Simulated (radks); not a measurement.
# Br³⁺ in [Ar] 3d10 4s2 4d2: an all-electron calculation

The task here is to estimate one member of a computed series from the others.

Program: radks (a radial shooting solver on a logarithmic mesh, Libxc functionals) version 1. Level of theory: scalar-relativistic Kohn-Sham, PBE, spin-unpolarised, spherical densities, finite nucleus. These are calculated values, not measurements, unless marked.

## Starting point

- element: bromine (Z = 35)
- charge: +3
- electrons: 32
- configuration: [Ar] 3d10 4s2 4d2
- nuclear rms radius: 4.1629 fm

Outer shells as boxes (Hund's rule):

Br³⁺
```
[Ar] core
3d [↑↓][↑↓][↑↓][↑↓][↑↓]
4s [↑↓]
4d [↑ ][↑ ][  ][  ][  ]
```

The first run:

The run's settings:

```text
Z 35
configuration [Ar] 3d10 4s2 4d2 4p0 5s0 4f0 5d0
relativity scalar-relativistic
functional pbe,pbe
spin unpolarised
nucleus finite rms 4.1629 fm
c 137.035999084
```

One of the session's tables, all rows but one given; the rest of the session is left out.

It belongs to the step «Shells». Sizes of the orbitals, from the radial functions (bohr):

```
level      <r>  outermost maximum (interpolated)  90 % within  nodes
   1s  0.04275                            0.0279       0.0764      0
   2s   0.1895                             0.159        0.293      1
   2p   0.1654                             0.127        0.270      0
   3s   0.5509                             0.484        0.820      2
   3p   0.5631                             0.481        0.859      1
   3d        ?                                 ?            ?      ?
   4s    1.519                              1.35         2.21      3
   4p    1.720                              1.51         2.53      2
   4d    2.361                              2.03         3.55      1
   5s    3.388                              3.21         4.81      4
   4f    4.015                              3.50         5.99      0
```

Estimate the missing values for 3d.

The run gave: <r>: 0.5852; outermost maximum (interpolated): 0.431; 90 % within: 0.961; nodes: 0. In the column «<r>» it lies between 3p (0.5631) and 4s (1.519).
